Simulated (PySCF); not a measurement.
# Accurate constants of TaN, step by step

An exercise on one series of results from a longer session: the logs are not shown, and one member is left open.

The runs use PySCF 2.14.0; CCSD(T) on RHF, scalar-relativistic core potentials.

Set-up of the first run:

```yaml
molecule: TaN
state: singlet, unpaired electrons none
smaller_basis: Ta cc-pVTZ-PP with ECP60, N cc-pVTZ
larger_basis: Ta cc-pVQZ-PP with ECP60, N cc-pVQZ
frozen_core_orbitals: 5
extrapolation: correlation as n⁻³ (n = 3, 4), Hartree–Fock as (n+1)·exp(−9√n)
corrections: core–valence correlation
distances_Å: 1.4694, 1.5362, 1.6030, 1.6698, 1.7366, 1.8201, 1.9036
masses_u: 180.9480, 14.0031
dissociation_limit: Ta + N
```

Run with:

```
$ OMP_NUM_THREADS=4 python comp.py task.json out
```

Steps of the session up to this table: Coupled cluster at each distance.

One of the session's tables, all rows but one given; the rest of the session is left out.

```
               level  Re (Å)  ωe (cm⁻¹)  ωexe (cm⁻¹)  αe (cm⁻¹)  De (eV)
CCSD(T)/cc-pVTZ(-PP)  1.6905     1077.2         3.73    0.00208    6.298
CCSD(T)/cc-pVQZ(-PP)  1.6879     1075.2         3.62    0.00204    6.482
              HF/CBS  1.6273     1236.5         2.70    0.00163    1.341
             MP2/CBS  1.7072     1013.5         4.35    0.00237    7.801
            CCSD/CBS       ?          ?            ?          ?        ?
         CCSD(T)/CBS  1.6871     1076.8         3.61    0.00203    6.611
      CCSD(T)/CBS+CV  1.6799     1084.1         3.57    0.00204    6.767
```

**Question.** Estimate the row for CCSD/CBS.

The run gave: Re (Å): 1.6678; ωe (cm⁻¹): 1136.4; ωexe (cm⁻¹): 3.36; αe (cm⁻¹): 0.00188; De (eV): 5.953. In the column «Re (Å)» it lies between HF/CBS (1.6273) and CCSD(T)/CBS+CV (1.6799).

The last step gives Re = 1.6799 Å, ωe = 1084.1 cm⁻¹ and De = 6.767 eV; the smaller basis alone is off from it by +10.6 mÅ and -0.47 eV. Near the minimum the mean field binds by 1.28 eV and correlation adds 5.32 eV of binding. T1 is 0.036. Spin–orbit coupling and excitations beyond (T) are left out.
